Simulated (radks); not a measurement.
# Sm⁺ inside a hard spherical wall

One table from this session's results is given with a row withheld; the runs are named, their logs left out.

The numbers are computed with radks (a radial shooting solver on a logarithmic mesh, Libxc functionals) version 1 (scalar-relativistic Kohn-Sham, PBE, spin-unpolarised, spherical densities, finite nucleus), except any that are marked as measured or tabulated.

### The system

| Quantity | Value |
| --- | --- |
| element | samarium (Z = 62) |
| charge | +1 |
| electrons | 61 |
| configuration | [Xe] 4f6 6s1 |
| nuclear rms radius | 5.0819 fm |

Outer shells as boxes (Hund's rule):

Sm⁺
```
[Xe] core
4f [↑ ][↑ ][↑ ][↑ ][↑ ][↑ ][  ]
6s [↑ ]
```

Set-up of the first run:

The run's settings:

```text
Z 62
configuration [Xe] 4f6 6s1 5d0 6p0 7s0
relativity scalar-relativistic
functional pbe,pbe
spin unpolarised
nucleus finite rms 5.0819 fm
c 137.035999084
```

Among the steps run: The free atom; Wall at 8 bohr; Wall at 5 bohr; Wall at 4 bohr; Wall at 3.5 bohr; Wall at 2.5 bohr; Wall at 2 bohr.

One of the session's tables, all rows but one given; the rest of the session is left out.

```
R (bohr)  E − E(free) (eV)  ε(6s) (eV)  ε(5d, empty) (eV)  ε(6p, empty) (eV)  ε(7s, empty) (eV)
    free             0.000      -8.419             -7.202             -5.308                  -
       8                 ?           ?                  ?                  ?                  ?
       5             3.837      -3.899             -4.836              2.565             25.847
       4            13.153       4.570             -1.157             14.503             56.946
     3.5            26.971      14.955              3.228             27.902             88.261
     2.5            155.26      82.057             31.675             105.97             249.49
       2            452.72      192.97             80.674             226.97             478.04
```

**Question.** Estimate the row for R (bohr) = 8.

The run gave: E − E(free) (eV): 0.141; ε(6s) (eV): -8.170; ε(5d, empty) (eV): -7.010; ε(6p, empty) (eV): -4.636; ε(7s, empty) (eV): 1.921.

From R = 4 bohr inwards the highest occupied level lies above zero, pushed up by confinement. Shells are not refilled when levels cross, and a hard wall is a model, not a crystal.
